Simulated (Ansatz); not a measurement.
Crystal: AgB4.

```
Ag B
1.0
     3.03213    0.00000    0.00000
    -1.51607    2.62591    0.00000
     0.00000    0.00000    5.69874
Ag B
1 4
Cartesian
  0.0000 0.0000 0.0000
  0.0000 1.7506 3.7894
  1.5161 0.8753 3.7894
  0.0000 1.7506 1.9094
  1.5161 0.8753 1.9094
```

The cell was built by a generator and needn't be a form met in nature.

```yaml
Program: Ansatz 0.2.0
Task: relaxation of cell and atoms
Functional: PBE
Potentials_or_basis: Ansatz PAW
Cutoff: "420 eV (not typed: the program's choice for these potentials)"
k_mesh: 7 × 7 × 4
Occupations: fermi-dirac, width 0.05 eV
Spin: no spin polarisation
```

At the start: volume 9.07 Å³/atom.

Q: Where does the relaxation end?

A: It ends after 10 steps and the volume is 9.48 Å³/atom (+4.4 %); space group P6/mmm (No. 191, to 0.05 Å).

Step by step:
```
step  energy change (eV)  largest force (eV/Å)  volume (Å³)
   1              0.0000                0.0438        45.37
   2             -0.0264                0.1216        46.64
   3             -0.0310                0.0597        47.12
   4             -0.0325                0.0075        47.17
   5             -0.0328                0.0343        47.37
   6             -0.0331                0.0096        47.34
   7             -0.0331                0.0015        47.36
   8             -0.0363                0.0029        47.36
   9             -0.0363                0.0001        47.38
  10             -0.0363                0.0001        47.38
```

Final structure:
```yaml
crystal:
  lattice:
    - [3.03340, 0.00000, 0.00000]
    - [-1.51670, 2.62700, 0.00000]
    - [0.00000, 0.00000, 5.94628]
  atoms:
    - { symbol: Ag, position: [0.00000, 0.00000, 0.00000] }
    - { symbol: B, position: [0.33333, 0.66667, 0.66198] }
    - { symbol: B, position: [0.66667, 0.33333, 0.66198] }
    - { symbol: B, position: [0.33333, 0.66667, 0.33802] }
    - { symbol: B, position: [0.66667, 0.33333, 0.33802] }
```

Caveat: the plane-wave basis is chosen anew once the cell has moved, so the energies of steps on either side of that aren't comparable.
